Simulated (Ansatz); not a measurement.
**Al3Sn2H3: a closer look at a trial structure**

Program: Ansatz 0.2.0. Level of theory: DFT PBE, scalar-relativistic, plane waves, PAW. These are calculated values, not measurements.

### 1 The system as given

It takes space group Pm-3m (No. 221, cubic). The conventional cell has a = 5.224 Å, b = 5.224 Å, c = 5.224 Å, α = 90.00°, β = 90.00°, γ = 90.00°. Al (site symmetry 4/mmm) has 2 Sn at 2.61 Å and 4 H at 2.61 Å as nearest neighbours. Around Sn (site symmetry m-3m) lie 6 H at 2.61 Å. Around Sn (site symmetry m-3m) lie 6 Al at 2.61 Å. H (site symmetry 4/mmm) is surrounded by 4 Al at 2.61 Å and 2 Sn at 2.61 Å.

Coordinates:

```
Al Sn H
1.0
     5.22352    0.00000    0.00000
     0.00000    5.22352    0.00000
     0.00000    0.00000    5.22352
Al Sn H
3 2 3
Direct
  0.50000 0.00000 0.00000
  0.00000 0.50000 0.00000
  0.00000 0.00000 0.50000
  0.50000 0.50000 0.50000
  0.00000 0.00000 0.00000
  0.00000 0.50000 0.50000
  0.50000 0.00000 0.50000
  0.50000 0.50000 0.00000
```

It is the end of an earlier relaxation with the same method, starting from a generated guess, and another structure or a mixture of phases may lie lower. At a tolerance of 0.05 Å it has space group Pm-3m (No. 221); it has 17.82 Å³/atom, an uncorrected energy of +0.70 eV/atom over the elements.

### 2 Static run: bands, density of states and charges

input.yaml reads:

```yaml
crystal:
  lattice:
    - [5.2235158821, 0.0, 0.0]
    - [0.0, 5.2235158821, 0.0]
    - [0.0, 0.0, 5.2235158821]
  atoms:
    - { symbol: Al, position: [0.5, 0.0, 0.0] }
    - { symbol: Al, position: [0.0, 0.5, 0.0] }
    - { symbol: Al, position: [0.0, 0.0, 0.5] }
    - { symbol: Sn, position: [0.5, 0.5, 0.5] }
    - { symbol: Sn, position: [0.0, 0.0, 0.0] }
    - { symbol: H, position: [0.0, 0.5, 0.5] }
    - { symbol: H, position: [0.5, 0.0, 0.5] }
    - { symbol: H, position: [0.5, 0.5, 0.0] }
basis:
  ecutwfc: 420
kpoints:
  mp_grid: { grid: [8, 8, 8] }
  band_path:
    path:
      - [[0.0, 0.0, 0.0], [0.0, 0.5, 0.0], [0.5, 0.5, 0.0], [0.0, 0.0, 0.0], [0.5, 0.5, 0.5], [0.0, 0.5, 0.0]]
      - [[0.5, 0.5, 0.5], [0.5, 0.5, 0.0]]
    npoints: 14
hamiltonian:
  xc: pbe
scf:
  occupations: { method: gaussian, width: 0.1 }
  n_extra_bands: 20
output:
  forces: true
  stress: true
  eigenvalues: true
  populations: true
  dos: { projected: true, de: 0.02, nscf_kmesh: { grid: [10, 10, 10] } }
  bader: true
```

On the command line:

```
$ ansatz run input.yaml --threads 1 --pin off --max-ram 2048MiB --backend cpu --events-out ev --progress --plain --runs-dir out
```

**Question.** How long does this run take on 1 thread of Arm Neoverse V1, shared host, and how much memory does it need?

About 1.7 min, with a peak of 0.53 GiB.
